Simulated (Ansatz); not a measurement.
**Si4NH13: a reaction path by the nudged elastic band**

Aim: the minimum-energy path between two given structures and its highest point. Both ends were relaxed at PBE0-D4 in triple zeta.

Program: Ansatz 0.2.0, Gaussian basis. Level of theory: PBE0-D4/def2-SVP. These are calculated values, not measurements.

10 further runs of the same task are left out: 10 set aside as unsound or not needed.

## Step 1: Where the work starts

The first end: 18 atoms, charge 0, spin multiplicity 1.

Atoms are counted from 1 here; the program's logs count them from 0.

Bond lengths: Si1–Si2 2.338 Å, Si1–Si3 2.335 Å, Si1–Si4 2.340 Å, Si1–H5 1.491 Å, Si2–H8 1.486 Å, Si2–H9 1.495 Å, Si2–H10 1.486 Å, Si3–H11 1.489 Å, Si3–H12 1.490 Å, Si3–H13 1.488 Å, Si4–H14 1.489 Å, Si4–H15 1.489 Å, Si4–H16 1.489 Å, H6–N7 1.013 Å, N7–H17 1.013 Å, N7–H18 1.013 Å. Angles: Si2–Si1–Si3 110.3°, Si2–Si1–Si4 109.8°, Si2–Si1–H5 111.6°, Si3–Si1–Si4 107.5°, Si3–Si1–H5 109.3°, Si4–Si1–H5 108.3°, Si1–Si2–H8 112.1°, Si1–Si2–H9 108.2°, Si1–Si2–H10 112.0°, H8–Si2–H9 106.7°, H8–Si2–H10 110.5°, H9–Si2–H10 107.0°, Si1–Si3–H11 111.4°, Si1–Si3–H12 111.9°, Si1–Si3–H13 109.5°, H11–Si3–H12 107.8°, H11–Si3–H13 108.2°, H12–Si3–H13 107.9° and more.

Geometry (Å):

```xyz
18
H13NSi4
Si   -0.53159    0.35931    0.34315
Si    0.56865   -1.65110    0.80534
Si   -0.45520    0.81578   -1.94572
Si   -2.78460    0.18997    0.95161
H     0.07084    1.49891    1.09286
H     3.54827   -0.26219    0.16104
N     2.76200    0.37161    0.08479
H     1.31719   -2.16263   -0.37146
H    -0.46121   -2.68154    1.14080
H     1.46769   -1.53491    1.98233
H    -1.27953    2.00689   -2.29065
H     0.93530    1.07347   -2.41512
H    -0.98498   -0.35142   -2.70229
H    -2.92395   -0.15102    2.39443
H    -3.51420    1.46379    0.70043
H    -3.43727   -0.88533    0.15499
H     2.79413    0.78304   -0.84016
H     2.90846    1.11759    0.75383
```

The second end:

```
Si    0.01451    1.73051   -0.01682
Si    0.53182   -2.94467    0.34287
Si   -0.19044    0.92108   -2.20323
Si   -1.54899    0.71718    1.40004
H    -0.33229    3.18982   -0.06017
H     1.23527   -1.63855    0.31087
N     1.60213    1.36935    0.56124
H     1.44086   -4.01506   -0.14399
H    -0.66985   -2.89113   -0.52743
H     0.11749   -3.25383    1.73549
H    -1.48242    1.37746   -2.78457
H     0.91570    1.44052   -3.05718
H    -0.14793   -0.56473   -2.24159
H    -1.28302    1.08207    2.82071
H    -2.91892    1.17912    1.04621
H    -1.50806   -0.76604    1.29117
H     2.40428    1.57907   -0.01124
H     1.81986    1.48803    1.53783
```

## Step 2: The band at PBE0-D4/def2-SVP

neb/in.yaml

```yaml
crystal:
  periodic: [false, false, false]
  atoms:
    - {symbol: Si, position_ang: [-0.531587, 0.359306, 0.343152]}
    - {symbol: Si, position_ang: [0.568653, -1.651101, 0.805337]}
    - {symbol: Si, position_ang: [-0.455198, 0.815782, -1.945722]}
    - {symbol: Si, position_ang: [-2.784604, 0.189974, 0.951615]}
    - {symbol: H, position_ang: [0.070841, 1.498913, 1.092861]}
    - {symbol: H, position_ang: [3.548266, -0.262190, 0.161037]}
    - {symbol: N, position_ang: [2.762004, 0.371608, 0.084793]}
    - {symbol: H, position_ang: [1.317191, -2.162632, -0.371456]}
    - {symbol: H, position_ang: [-0.461212, -2.681545, 1.140797]}
    - {symbol: H, position_ang: [1.467691, -1.534912, 1.982332]}
    - {symbol: H, position_ang: [-1.279530, 2.006887, -2.290651]}
    - {symbol: H, position_ang: [0.935303, 1.073472, -2.415124]}
    - {symbol: H, position_ang: [-0.984978, -0.351424, -2.702291]}
    - {symbol: H, position_ang: [-2.923952, -0.151017, 2.394426]}
    - {symbol: H, position_ang: [-3.514199, 1.463786, 0.700432]}
    - {symbol: H, position_ang: [-3.437274, -0.885333, 0.154995]}
    - {symbol: H, position_ang: [2.794130, 0.783040, -0.840164]}
    - {symbol: H, position_ang: [2.908455, 1.117587, 0.753831]}
basis:
  gaussian: {orbitals: def2-SVP}
hamiltonian: {xc: pbe0, dispersion: d4}
neb:
  images: 5
  climbing: true
  max_iterations: 40
  initial_path: idpp
  final_atoms:
    - {symbol: Si, position_ang: [0.014505, 1.730514, -0.016819]}
    - {symbol: Si, position_ang: [0.531821, -2.944671, 0.342866]}
    - {symbol: Si, position_ang: [-0.190436, 0.921084, -2.203235]}
    - {symbol: Si, position_ang: [-1.548987, 0.717177, 1.400039]}
    - {symbol: H, position_ang: [-0.332293, 3.189818, -0.060175]}
    - {symbol: H, position_ang: [1.235265, -1.638553, 0.310867]}
    - {symbol: N, position_ang: [1.602125, 1.369348, 0.561244]}
    - {symbol: H, position_ang: [1.440857, -4.015058, -0.143985]}
    - {symbol: H, position_ang: [-0.669849, -2.891132, -0.527430]}
    - {symbol: H, position_ang: [0.117485, -3.253826, 1.735493]}
    - {symbol: H, position_ang: [-1.482416, 1.377456, -2.784570]}
    - {symbol: H, position_ang: [0.915705, 1.440520, -3.057181]}
    - {symbol: H, position_ang: [-0.147933, -0.564729, -2.241589]}
    - {symbol: H, position_ang: [-1.283015, 1.082067, 2.820707]}
    - {symbol: H, position_ang: [-2.918917, 1.179120, 1.046215]}
    - {symbol: H, position_ang: [-1.508062, -0.766040, 1.291167]}
    - {symbol: H, position_ang: [2.404282, 1.579071, -0.011244]}
    - {symbol: H, position_ang: [1.819864, 1.488035, 1.537830]}
```

The run is started by

```sh
> ansatz run in.yaml --threads 2 --pin off --events-out ev --progress --plain --max-ram 20480MiB --backend cpu
```

The program printed:

```text
Functional definition: PBE0
  name "PBE0"
  cite "Adamo & Barone, J. Chem. Phys. 110, 6158 (1999) doi:10.1063/1.478522"
  cite "Perdew, Burke & Ernzerhof, Phys. Rev. Lett. 77, 3865 (1996) doi:10.1103/PhysRevLett.77.3865"
  parent pbe
  parameter a = 0.25
  parameter kappa = 0.804
  parameter beta = 0.06672455060314922
  exchange = (1 - a)*pbe_x(kappa = kappa, mu = beta*pi^2/3) + a*exact_x
  correlation = pbe_c(beta = beta)
1576 factors; integrals over basis functions are off by at most 3.8e-4 eV
mean field evaluation 1: about -33181.3409 eV, gradient 4.6e1 eV
mean field evaluation 2: about -33178.0191 eV, gradient 5.9e1 eV
mean field evaluation 4: about -33185.7062 eV, gradient 9.9e-1 eV
mean field evaluation 8: about -33185.7183 eV, gradient 1.0e-2 eV
mean field -33185.71830470 eV, -1219.5526536099 hartree, gradient 1.7e-5 eV, S^2 0.000000; 0 other end points of the search recorded, 0 dependent functions left out
the calculation of the forces begins
reference -33185.71834262 eV, -1219.5526550034 hartree; 38, 38 occupied and 113, 113 virtual orbitals, 1576 factors
[... from here to the last solve, the lines of the solves are left out (247 solves) ...]
WARN: NEB end point (image 0): max|allowed force component| = 3.849e-1 eV/Å (the criterion of neb.relax_end_points is 1.000e-2). That is over neb.f_tol: it is no minimum, so the barrier can be far off. Relax it first
WARN: NEB end point (image 6): max|allowed force component| = 2.895e-1 eV/Å (the criterion of neb.relax_end_points is 1.000e-2). That is over neb.f_tol: it is no minimum, so the barrier can be far off. Relax it first
NEB iter   1: max|band force component| = 4.597e0 eV/Å  barrier→ = 6.1688 eV  barrier← = 6.0377 eV  Δτ_max = 0.2000 Å  (184 SCF iters)
NEB iter   2: max|band force component| = 4.729e0 eV/Å  barrier→ = 4.6807 eV  barrier← = 4.5497 eV  Δτ_max = 0.2000 Å  (139 SCF iters)
NEB iter   3: max|band force component| = 6.222e0 eV/Å  barrier→ = 3.7692 eV  barrier← = 3.6382 eV  Δτ_max = 0.1061 Å  (134 SCF iters)
NEB iter   4: max|band force component| = 3.808e0 eV/Å  barrier→ = 3.3199 eV  barrier← = 3.1888 eV  Δτ_max = 0.1038 Å  (132 SCF iters)
NEB iter   5: max|band force component| = 2.084e0 eV/Å  barrier→ = 2.9276 eV  barrier← = 2.7965 eV  Δτ_max = 0.2000 Å  (125 SCF iters)
NEB iter   6: max|band force component| = 1.256e0 eV/Å  barrier→ = 2.2570 eV  barrier← = 2.1259 eV  Δτ_max = 0.2000 Å  (125 SCF iters)
NEB iter   7: max|band force component| = 1.123e0 eV/Å  barrier→ = 2.1573 eV  barrier← = 2.0262 eV  Δτ_max = 0.1960 Å  (128 SCF iters)
NEB iter   8: max|band force component| = 4.911e-1 eV/Å  barrier→ = 1.9908 eV  barrier← = 1.8598 eV  CI = image 3  Δτ_max = 0.2000 Å  (121 SCF iters)
NEB iter   9: max|band force component| = 8.052e-1 eV/Å  barrier→ = 2.0164 eV  barrier← = 1.8853 eV  CI = image 3  Δτ_max = 0.0993 Å  (125 SCF iters)
NEB iter  10: max|band force component| = 5.049e-1 eV/Å  barrier→ = 1.9697 eV  barrier← = 1.8386 eV  CI = image 3  Δτ_max = 0.1469 Å  (120 SCF iters)
NEB iter  11: max|band force component| = 4.597e-1 eV/Å  barrier→ = 1.8617 eV  barrier← = 1.7306 eV  CI = image 3  Δτ_max = 0.1671 Å  (121 SCF iters)
NEB iter  12: max|band force component| = 6.547e-1 eV/Å  barrier→ = 1.7797 eV  barrier← = 1.6487 eV  CI = image 3  Δτ_max = 0.0838 Å  (123 SCF iters)
NEB iter  13: max|band force component| = 4.649e-1 eV/Å  barrier→ = 1.7424 eV  barrier← = 1.6113 eV  CI = image 3  Δτ_max = 0.0838 Å  (116 SCF iters)
NEB iter  14: max|band force component| = 3.394e-1 eV/Å  barrier→ = 1.7096 eV  barrier← = 1.5785 eV  CI = image 3  Δτ_max = 0.0843 Å  (118 SCF iters)
NEB iter  15: max|band force component| = 1.900e-1 eV/Å  barrier→ = 1.6794 eV  barrier← = 1.5483 eV  CI = image 3  Δτ_max = 0.1676 Å  (115 SCF iters)
NEB iter  16: max|band force component| = 6.544e-1 eV/Å  barrier→ = 1.6336 eV  barrier← = 1.5025 eV  CI = image 3  Δτ_max = 0.0840 Å  (125 SCF iters)
NEB iter  17: max|band force component| = 3.005e-1 eV/Å  barrier→ = 1.6162 eV  barrier← = 1.4851 eV  CI = image 3  Δτ_max = 0.1676 Å  (116 SCF iters)
NEB iter  18: max|band force component| = 1.804e-1 eV/Å  barrier→ = 1.5945 eV  barrier← = 1.4634 eV  CI = image 3  Δτ_max = 0.1233 Å  (119 SCF iters)
NEB iter  19: max|band force component| = 1.569e-1 eV/Å  barrier→ = 1.5878 eV  barrier← = 1.4568 eV  CI = image 3  Δτ_max = 0.1225 Å  (117 SCF iters)
NEB iter  20: max|band force component| = 1.386e-1 eV/Å  barrier→ = 1.5827 eV  barrier← = 1.4516 eV  CI = image 3  Δτ_max = 0.0791 Å  (113 SCF iters)
NEB iter  21: max|band force component| = 1.151e-1 eV/Å  barrier→ = 1.5794 eV  barrier← = 1.4483 eV  CI = image 3  Δτ_max = 0.0650 Å  (115 SCF iters)
NEB iter  22: max|band force component| = 1.007e-1 eV/Å  barrier→ = 1.5768 eV  barrier← = 1.4458 eV  CI = image 3  Δτ_max = 0.0694 Å  (117 SCF iters)
NEB iter  23: max|band force component| = 8.454e-2 eV/Å  barrier→ = 1.5751 eV  barrier← = 1.4440 eV  CI = image 3  Δτ_max = 0.0558 Å  (115 SCF iters)
NEB iter  24: max|band force component| = 6.523e-2 eV/Å  barrier→ = 1.5743 eV  barrier← = 1.4432 eV  CI = image 3  Δτ_max = 0.0438 Å  (115 SCF iters)
NEB iter  25: max|band force component| = 5.374e-2 eV/Å  barrier→ = 1.5738 eV  barrier← = 1.4428 eV  CI = image 3  Δτ_max = 0.0235 Å  (117 SCF iters)
1576 factors; integrals over basis functions are off by at most 5.0e-4 eV
mean field -33184.07589259 eV, -1219.4922960783 hartree, gradient 2.9e-6 eV, S^2 0.000000; 0 other end points of the search recorded, 0 dependent functions left out
the calculation of the forces begins
reference -33184.07592983 eV, -1219.4922974468 hartree; 38, 38 occupied and 113, 113 virtual orbitals, 1576 factors
NEB iter  26: max|band force component| = 4.776e-2 eV/Å  barrier→ = 1.5736 eV  barrier← = 1.4425 eV  CI = image 3  CI's point: of a kind that is not told: the force calls were inconclusive, a negative curvature could not be distinguished from the path's own, the only one lies far off the path, or fixed occupations may fill a level only in part  Δτ_max = 0.0000 Å  (2536 SCF iters)
Total energy: -33184.56289394 eV, -1219.5101930479 hartree
Atom 0 at    -0.150372     1.244144     0.050872 Å, force     0.009798     0.013813    -0.004904 eV/Å
Atom 1 at     0.460864    -2.046640    -0.005309 Å, force     0.002900     0.012046    -0.008338 eV/Å
Atom 2 at    -0.237630     0.625918    -2.198942 Å, force     0.012799    -0.002361     0.001556 eV/Å
Atom 3 at    -1.665611     0.326854     1.572432 Å, force    -0.003373    -0.003527     0.004634 eV/Å
Atom 4 at    -0.079291     2.745799     0.198623 Å, force    -0.000152    -0.007072    -0.003311 eV/Å
Atom 5 at     1.510962    -0.195597     0.567687 Å, force    -0.000934     0.007165     0.022301 eV/Å
Atom 6 at     1.601111     0.894504     0.683717 Å, force    -0.001923    -0.005447    -0.015546 eV/Å
Atom 7 at     1.352905    -2.682081    -1.052487 Å, force    -0.000328     0.001013    -0.000404 eV/Å
Atom 8 at    -0.919954    -2.456208    -0.462546 Å, force    -0.000177    -0.001290     0.000261 eV/Å
Atom 9 at     0.679301    -2.929486     1.206031 Å, force     0.003801    -0.006779     0.007869 eV/Å
Atom 10 at    -0.784458     1.767248    -3.005295 Å, force    -0.005281     0.004100    -0.001873 eV/Å
Atom 11 at     1.161766     0.377754    -2.669131 Å, force    -0.008791    -0.000283     0.000609 eV/Å
Atom 12 at    -1.092657    -0.575299    -2.397364 Å, force    -0.005687    -0.004254     0.001563 eV/Å
Atom 13 at    -0.911023    -0.117103     2.786182 Å, force    -0.003404    -0.000756    -0.003271 eV/Å
Atom 14 at    -2.628957     1.392048     2.008666 Å, force     0.001190     0.000589    -0.001561 eV/Å
Atom 15 at    -2.420542    -0.801947     0.964808 Å, force    -0.001151     0.001857    -0.002036 eV/Å
Atom 16 at     2.352209     1.265901     0.096041 Å, force    -0.001743     0.008556    -0.000716 eV/Å
Atom 17 at     1.771377     1.164393     1.656216 Å, force     0.002457    -0.017368     0.003167 eV/Å
Dipole moment:     0.527788     1.153860     0.300217 e Å
```

It took 22 min on 2 threads of AMD EPYC 7R13, shared host; peak memory 0.96 GiB.

The last band:

| image | path (Å) | energy (kJ/mol) | Si1–N7 (Å) | Si2–H6 (Å) | Si1–Si2 (Å) | H6–N7 (Å) |
| --- | --- | --- | --- | --- | --- | --- |
| 0 | 0.00 | 0.0 | 3.30 | 3.35 | 2.34 | 1.01 |
| 1 | 2.60 | 3.3 | 3.33 | 3.34 | 2.34 | 1.02 |
| 2 | 5.21 | 62.2 | 2.81 | 3.04 | 2.38 | 1.01 |
| 3 | 7.81 | 151.8 | 1.89 | 2.20 | 3.35 | 1.10 |
| 4 | 9.32 | 20.3 | 1.74 | 1.50 | 4.10 | 2.41 |
| 5 | 10.84 | 13.1 | 1.74 | 1.49 | 4.49 | 2.69 |
| 6 | 12.35 | 12.6 | 1.73 | 1.48 | 4.72 | 3.04 |

The highest image, 3:

```xyz
18
charge 0, multiplicity 1
Si   -0.15037    1.24414    0.05087
Si    0.46086   -2.04664   -0.00531
Si   -0.23763    0.62592   -2.19894
Si   -1.66561    0.32685    1.57243
H    -0.07929    2.74580    0.19862
H     1.51096   -0.19560    0.56769
N     1.60111    0.89450    0.68372
H     1.35291   -2.68208   -1.05249
H    -0.91995   -2.45621   -0.46255
H     0.67930   -2.92949    1.20603
H    -0.78446    1.76725   -3.00529
H     1.16177    0.37775   -2.66913
H    -1.09266   -0.57530   -2.39736
H    -0.91102   -0.11710    2.78618
H    -2.62896    1.39205    2.00867
H    -2.42054   -0.80195    0.96481
H     2.35221    1.26590    0.09604
H     1.77138    1.16439    1.65622
```

## Step 3: What came out

```
                                                                       quantity                                                  value
                                                PBE0-D4/def2-SVP, 26 iterations  highest 151.8 kJ/mol (image 3), last end +12.6 kJ/mol
from earlier runs: barrier over the separately found saddle, CCSD(T)/def2-TZVPP                                           175.6 kJ/mol
```

The highest image lies 151.8 kJ/mol above the first end, and it climbed, so it estimates the saddle. The ends are not quite minima at this level (largest force component 0.38 eV/Å), so the heights are unreliable: relaxing the first end would lower it and raise the barrier above it. The highest image is 23.8 kJ/mol below the CCSD(T) barrier in triple zeta, which comes from separate runs on the saddle.
